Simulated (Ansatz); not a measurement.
# CHClF2Si: the cost of one run

Method: RKS B3LYP-D4/STO-3G, in Ansatz 0.2.0.

1 further run of the same task is left out (it didn't finish).

## Step 1: The starting structure

Bond lengths: F1–Si2 1.602 Å, Si2–C3 1.778 Å, C3–F4 1.361 Å, C3–Cl5 1.741 Å, Si2–H6 1.434 Å. Angles: F1–Si2–C3 118.9°, F1–Si2–H6 107.0°, C3–Si2–H6 128.2°, Si2–C3–F4 120.7°, Si2–C3–Cl5 122.0°, F4–C3–Cl5 111.3°.

Structure file:

```xyz
6

F    -1.1821   -1.1236    1.4329
Si   -0.4777    0.1312    0.7296
C     0.4908   -0.1368   -0.7377
F     0.2181   -1.1792   -1.5691
Cl    1.2510    1.1748   -1.5947
H    -0.3000    1.1336    1.7390
```

## Step 2: Relaxing the start

Contents of input.yaml:

```yaml
crystal:
  periodic: [false, false, false]
  atoms:
    - { symbol: F, position_ang: [-1.18213, -1.12361, 1.4329] }
    - { symbol: Si, position_ang: [-0.47769, 0.13122, 0.72956] }
    - { symbol: C, position_ang: [0.4908, -0.13685, -0.7377] }
    - { symbol: F, position_ang: [0.2181, -1.1792, -1.56906] }
    - { symbol: Cl, position_ang: [1.25097, 1.17484, -1.59469] }
    - { symbol: H, position_ang: [-0.30004, 1.13359, 1.739] }
basis:
  gaussian: { orbitals: STO-3G }
hamiltonian:
  xc: b3lyp
  dispersion: d4
relax:
  f_tol: 0.02
  max_steps: 40
scf:
  lower_state_search: "off"
output:
  orbitals: {}
```

Run with:

```sh
$ ansatz run input.yaml --threads 1 --pin off --max-ram 2048MiB --backend cpu --events-out ev --progress --plain --runs-dir out
```

Q: Estimate wall time and peak memory on 1 thread of Arm Neoverse V2, shared host.

About 13 s, with a peak of 0.13 GiB.
